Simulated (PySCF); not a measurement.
**C₃H₉NSi₃: electronic excitations**

What electronic excitations should C₃H₉NSi₃ (`C=C(C#N)[SiH]([SiH3])[SiH3]`) show?

Programs: PySCF 2.14.0, with density-fitted response routines of our own. Each step states its level of theory. These are calculated values for one molecule in the gas phase, unless marked as measured. Atoms are numbered from 0 throughout.

**1. The starting structure**

16 atoms, charge 0, multiplicity 1; geometry from: GFN2-xTB.

Bonds of the start (Å): C0–C1 1.33, C1–C2 1.40, C2–N3 1.15, C1–Si4 1.91, Si4–Si5 2.33, Si4–Si6 2.33, C0–H7 1.08, C0–H8 1.08, Si4–H9 1.48, Si5–H10 1.47, Si5–H11 1.46, Si5–H12 1.47, Si6–H13 1.47, Si6–H14 1.46, Si6–H15 1.47.

**2. Excited states and response: PBE0/def2-SVPD**

The job: settings as JSON, then the geometry in Å.

```
{"job": {"kind": "uv", "xc": "PBE0", "basis": "def2-SVPD", "nstates": 8, "ntriplets": 3}, "charge": 0, "multiplicity": 1}
C      2.089857    -1.275643    -0.882606
C      1.304878    -0.518752    -0.116063
C      1.806125     0.061124     1.060849
N      2.150658     0.565221     2.033892
Si    -0.529766    -0.125123    -0.481023
Si    -0.678367     2.171336    -0.832780
Si    -1.785538    -1.071741     1.234597
H      3.123224    -1.475653    -0.641075
H      1.711176    -1.724146    -1.785969
H     -0.725498    -0.865779    -1.747922
H     -2.048568     2.523640    -1.215876
H     -0.352506     2.917508     0.382172
H      0.201612     2.660784    -1.897567
H     -3.213130    -0.888644     0.959342
H     -1.497403    -0.434593     2.518762
H     -1.564354    -2.510594     1.399854
```

Method: TDDFT PBE0/def2-SVPD, vertical, gas phase, core orbitals frozen in the response.

On the command line:

```
$ OMP_NUM_THREADS=1 python probes_run.py task.json out
```

One launch serves the whole session: the jobs run in the order shown.

Predict these results of the whole session: lowest singlet (PBE0/def2-SVPD); brightest single state of those computed; lowest triplet.

As calculated:

| quantity | value |
| --- | --- |
| lowest singlet (PBE0/def2-SVPD) | 5.54 eV (224 nm), f = 0.002 |
| brightest single state of those computed | state 2, 5.57 eV, f = 0.172 |
| lowest triplet | 3.52 eV |

In words: The lowest singlet, at 5.54 eV, is HOMO−1→LUMO 0.82, HOMO−3→LUMO 0.14 and is weak; of the 8 states computed, the strongest absorption comes from state 2 at 5.57 eV. The lowest triplet lies 2.02 eV below the lowest singlet (triplets in Tamm-Dancoff, singlets in full TDDFT).
